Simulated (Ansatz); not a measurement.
# CH₃BrSi: up Jacob's ladder to CCSD(T)

An exercise on one series of results from a longer session: the logs are not shown, and one member is left open.

Method: functionals in def2-TZVPP, the program's frozen cores in correlated methods; program: Ansatz 0.2.0, Gaussian basis.

Levels to be run: LDA (SPW92), PBE-D4, revPBE-D4, BLYP-D4, r2SCAN-D4, B97M-V, PBE0-D4, B3LYP-D4, r2SCANh-D4, r2SCAN0-D4, HSE06-D4, BHLYP-D4, CAM-B3LYP-D4, LC-ωPBE, ωB97X-V, ωB97M-V, B2PLYP, PBE-QIDH; CCSD(T)/def2-SVP; CCSD(T)/def2-TZVPP; CCSD(T)/def2-QZVPP; extrapolation to the limit; RPA on PBE.

## The geometry

All runs share one geometry, relaxed beforehand with PBE0-D4 in a triple-zeta def2 set.

SMILES `C[Si]Br`, 6 atoms, charge 0, spin multiplicity 1.

Atoms are counted from 1 here; the program's logs count them from 0.

Bond lengths: C1–Si2 1.888 Å, C1–H4 1.096 Å, C1–H5 1.093 Å, C1–H6 1.095 Å, Si2–Br3 2.264 Å. Angles: Si2–C1–H4 110.1°, Si2–C1–H5 111.1°, Si2–C1–H6 110.6°, H4–C1–H5 108.9°, H4–C1–H6 106.8°, H5–C1–H6 109.1°, C1–Si2–Br3 98.3°.

The first run:

in.yaml reads:

```yaml
crystal:
  periodic: [false, false, false]
  atoms:
    - {symbol: C, position_ang: [-0.433584, 0.379089, -0.206821]}
    - {symbol: Si, position_ang: [0.012646, -0.760472, 1.230991]}
    - {symbol: Br, position_ang: [1.998334, -1.514964, 0.446610]}
    - {symbol: H, position_ang: [0.331950, 1.154191, -0.325822]}
    - {symbol: H, position_ang: [-1.402005, 0.859030, -0.043397]}
    - {symbol: H, position_ang: [-0.465240, -0.180874, -1.147762]}
basis:
  gaussian: {orbitals: def2-TZVPP}
hamiltonian: {xc: lda}
output: {orbitals: {seedname: orbitals}}
```

Started as:

```sh
$ ansatz run in.yaml --threads 2 --pin off --events-out ev --progress --plain --max-ram 32768MiB --backend cpu
```

Steps of the session up to this table: LDA; PBE-D4 (GGA); revPBE-D4 (GGA); BLYP-D4 (GGA); r2SCAN-D4 (meta-GGA); B97M-V (meta-GGA); PBE0-D4 (hybrid); B3LYP-D4 (hybrid); r2SCANh-D4 (hybrid); r2SCAN0-D4 (hybrid); HSE06-D4 (hybrid); BHLYP-D4 (hybrid); CAM-B3LYP-D4 (range-separated); LC-ωPBE (range-separated); ωB97X-V (range-separated); ωB97M-V (range-separated); B2PLYP (double hybrid); PBE-QIDH (double hybrid).

One table of the session follows, with a row left open; its other results are not shown here.

It belongs to the step «Frontier levels by functional». 

| functional | HOMO (eV) | LUMO (eV) | gap (eV) |
| --- | --- | --- | --- |
| LDA (SPW92) | -5.73 | -3.60 | 2.13 |
| PBE-D4 | -5.62 | -3.42 | 2.19 |
| revPBE-D4 | -5.58 | -3.36 | 2.22 |
| BLYP-D4 | -5.49 | -3.27 | 2.22 |
| r2SCAN-D4 | -5.83 | -3.34 | 2.49 |
| B97M-V | -5.89 | -3.25 | 2.64 |
| PBE0-D4 | -6.68 | -2.63 | 4.05 |
| B3LYP-D4 | -6.51 | -2.80 | 3.70 |
| r2SCANh-D4 | -6.22 | -3.04 | 3.18 |
| r2SCAN0-D4 | -6.81 | -2.59 | 4.23 |
| HSE06-D4 | -6.29 | -3.01 | 3.28 |
| BHLYP-D4 | -7.64 | -1.71 | 5.93 |
| CAM-B3LYP-D4 | ? | ? | ? |
| LC-ωPBE | -9.22 | -0.48 | 8.74 |
| ωB97X-V | -8.91 | -0.56 | 8.35 |
| ωB97M-V | -8.75 | -0.66 | 8.09 |

**Question.** Estimate the row for CAM-B3LYP-D4.

**Answer.** HOMO (eV): -7.96; LUMO (eV): -1.54; gap (eV): 6.41. In the column «HOMO (eV)» it lies between ωB97M-V (-8.75) and BHLYP-D4 (-7.64).
